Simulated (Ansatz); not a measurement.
From input file to script: C2H6OTe, SMILES C[Te]CO in Ansatz 0.2.0.

```yaml
crystal:
  periodic: [false, false, false]
  atoms:
    - { symbol: C, position_ang: [-0.9816, 1.0979, -0.7435] }
    - { symbol: Te, position_ang: [0.1273, 1.1418, 1.0457] }
    - { symbol: C, position_ang: [0.4825, -0.9587, 0.8321] }
    - { symbol: O, position_ang: [1.3235, -1.1993, -0.3216] }
    - { symbol: H, position_ang: [-0.3892, 0.8305, -1.627] }
    - { symbol: H, position_ang: [-1.4273, 2.1782, -0.9397] }
    - { symbol: H, position_ang: [-1.8481, 0.4334, -0.6479] }
    - { symbol: H, position_ang: [-0.4153, -1.4799, 0.7802] }
    - { symbol: H, position_ang: [1.0732, -1.3093, 1.7801] }
    - { symbol: H, position_ang: [2.1381, -0.7857, -0.1555] }
basis:
  gaussian: { orbitals: def2-TZVP }
hamiltonian:
  xc: cam_b3lyp
```

On the command line:
```console
$ ansatz run input.yaml --threads 1 --pin off --max-ram 4096MiB --backend cpu --events-out ev --progress --plain --runs-dir out
Engine: ansatz 0.2.0, x86_64-unknown-linux-gnu
Functional definition: CAM-B3LYP
  parameter alpha = 0.19
  parameter beta = 0.46
  parameter omega = 0.33/bohr
  parameter ac = 0.81
  exchange = (1 - alpha - beta)*b88_x + beta*b88_x_sr(omega) + alpha*exact_x + beta*exact_x_lr(omega)
  correlation = (1 - ac)*vwn5_c + ac*lyp_c
1191 factors; their error is unknown
316 factors; integrals over basis functions are off by at most 3.8e-5 eV
mean field evaluation 1: about -11503.9229 eV, gradient 6.0e1 eV
mean field evaluation 2: about -11499.3733 eV, gradient 7.7e1 eV
mean field evaluation 4: about -11510.9737 eV, gradient 2.8e0 eV
mean field evaluation 8: about -11510.9884 eV, gradient 4.4e-2 eV
mean field evaluation 16: about -11511.0525 eV, gradient 3.6e-4 eV
mean field -11511.05251846 eV, -423.0233775819 hartree, gradient 2.5e-5 eV, S^2 0.000000; 0 other end points of the search recorded, 0 dependent functions left out
reference -11511.05264379 eV, -423.0233821874 hartree; 25, 25 occupied and 154, 154 virtual orbitals, 1191 factors
Total energy: -11511.05264379 eV, -423.0233821874 hartree
```

`energy_c2h6ote.py`
```python
"""Electronic structure of the C2H6OTe molecule."""

import ansatz as az

molecule = (
    az.Crystal.molecule()
    .atom("C", (-0.9816, 1.0979, -0.7435))
    .atom("Te", (0.1273, 1.1418, 1.0457))
    .atom("C", (0.4825, -0.9587, 0.8321))
    .atom("O", (1.3235, -1.1993, -0.3216))
    .atom("H", (-0.3892, 0.8305, -1.627))
    .atom("H", (-1.4273, 2.1782, -0.9397))
    .atom("H", (-1.8481, 0.4334, -0.6479))
    .atom("H", (-0.4153, -1.4799, 0.7802))
    .atom("H", (1.0732, -1.3093, 1.7801))
    .atom("H", (2.1381, -0.7857, -0.1555))
)

calculation = molecule.calculation()
calculation = calculation.basis(gaussian="def2-TZVP")
calculation = calculation.functional("CAM-B3LYP")
report = calculation.session().plan(threads=1).execute().report

print("reference energy %16.6f eV" % report["reference_energy_ev"])
print("total energy     %16.6f eV" % report["free_energy_ev"])
print("occupied orbitals outside the frozen core (up, down):", report["n_occupied"], " frozen:", report["n_frozen"], " virtual:", report["n_virtual"])
```

Output of `python energy_c2h6ote.py`:
```text
reference energy    -11511.052644 eV
total energy        -11511.052644 eV
occupied orbitals outside the frozen core (up, down): [25, 25]  frozen: 0  virtual: [154, 154]
```

Total energies depend on the basis set; only differences at equal settings carry meaning. The geometry is a force-field or estimated start, not a minimum of this method, and the basis set is short of its limit. def2 sets replace the cores of elements past krypton by effective core potentials. Run time: 5.1 s on 1 thread of Intel(R) Xeon(R) 6975P-C (Granite Rapids), on a shared host, peak memory 0.4 GiB.

(Lines on the test bed's own set-up are left out of the output.)
